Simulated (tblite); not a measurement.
# BGeH5OSi: the cost of one run

Computed with tblite 0.8.0 and PySCF 2.14.0; each step states its level. No surroundings beyond the atoms listed, unless a continuum is named. Atoms count from 0, parts from 1.

## (1) The system as given

9 atoms, charge 0, multiplicity 3; geometry: distance geometry start.

## (2) Geometry optimisation with GFN2-xTB

Job settings and geometry (Å):

```
{"job": {"kind": "relax", "xc": "GFN2-xTB", "basis": "xTB"}, "charge": 0, "multiplicity": 3}
Ge     1.489769     0.555608     1.309034
O      2.016065    -0.921591     0.389217
B     -0.124535     1.191502     0.244935
Si    -1.331349    -0.268564    -0.205584
H      2.624649    -0.655216    -0.347875
H      0.116187     1.940743    -0.655567
H     -0.548790    -1.199288    -0.966841
H     -1.721221    -0.844428     1.113063
H     -2.528963     0.196145    -0.911748
```

Method: GFN2-xTB geometry optimisation, gas phase.

Run with:

```console
> OMP_NUM_THREADS=1 python cluster_run.py task.json out
```

The driver reads the jobs from task.json and runs them one after another.

**Question.** How long does this first job take on 1 thread of Arm Neoverse N1, shared host?

About 2.9 s.
